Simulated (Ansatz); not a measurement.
# BrCl2FTi: small, medium and large basis sets

An exercise on one series of results from a longer session: the logs are not shown, and one member is left open.

Program: Ansatz 0.2.0, Gaussian basis. Level of theory: one geometry, several basis sets. These are calculated values, not measurements.

The runs, in order: PBE0-D4/def2-SVP; ωB97M-V/def2-SVP; PBE0-D4/def2-QZVPP; ωB97M-V/def2-QZVPP; the functionals' def2-TZVPP values are taken from earlier runs.

## The relaxed structure

The geometry comes from an earlier relaxation with PBE0-D4 in a triple-zeta def2 set; it is a stationary point.

5 atoms, charge 0, spin multiplicity 1.

Atoms are counted from 1 here; the program's logs count them from 0.

Bond lengths: F1–Ti2 1.731 Å, Ti2–Cl3 2.165 Å, Ti2–Cl4 2.165 Å, Ti2–Br5 2.321 Å. Angles: F1–Ti2–Cl3 109.4°, F1–Ti2–Cl4 109.4°, F1–Ti2–Br5 109.2°, Cl3–Ti2–Cl4 109.7°, Cl3–Ti2–Br5 109.5°, Cl4–Ti2–Br5 109.5°.

Coordinates:

```xyz
5
BrCl2FTi
F    -0.2629   -0.1700    1.7902
Ti   -0.0083   -0.0520    0.0821
Cl    1.6875   -1.2757   -0.4787
Cl   -1.7793   -0.7366   -0.9583
Br    0.4130    2.1607   -0.4766
```

The first run:

File in.yaml:

```yaml
crystal:
  periodic: [false, false, false]
  atoms:
    - {symbol: F, position_ang: [-0.262914, -0.169955, 1.790162]}
    - {symbol: Ti, position_ang: [-0.008308, -0.052022, 0.082147]}
    - {symbol: Cl, position_ang: [1.687512, -1.275665, -0.478748]}
    - {symbol: Cl, position_ang: [-1.779310, -0.736642, -0.958314]}
    - {symbol: Br, position_ang: [0.413022, 2.160683, -0.476646]}
basis:
  gaussian: {orbitals: def2-SVP}
hamiltonian: {xc: pbe0, dispersion: d4}
output: {orbitals: {seedname: orbitals}}
```

The run is started by

```
ansatz run in.yaml --threads 4 --pin off --events-out ev --progress --plain --max-ram 10444MiB
```

Among the steps run: PBE0-D4 in def2-SVP; ωB97M-V in def2-SVP; PBE0-D4 in def2-QZVPP; ωB97M-V in def2-QZVPP.

One of the session's tables, all rows but one given; the rest of the session is left out.

It belongs to the step «Density functionals: the series». 

```
functional       basis  HOMO (eV)  LUMO (eV)
   PBE0-D4    def2-SVP          ?          ?
   PBE0-D4  def2-TZVPP      -9.21      -3.69
   PBE0-D4  def2-QZVPP      -9.21      -3.70
   ωB97M-V    def2-SVP     -11.21      -1.64
   ωB97M-V  def2-TZVPP     -11.32      -1.58
   ωB97M-V  def2-QZVPP     -11.34      -1.60
```

**Question.** Estimate the row for PBE0-D4, def2-SVP.

As computed: HOMO (eV): -9.15; LUMO (eV): -3.80. In the column «HOMO (eV)» it is the highest.
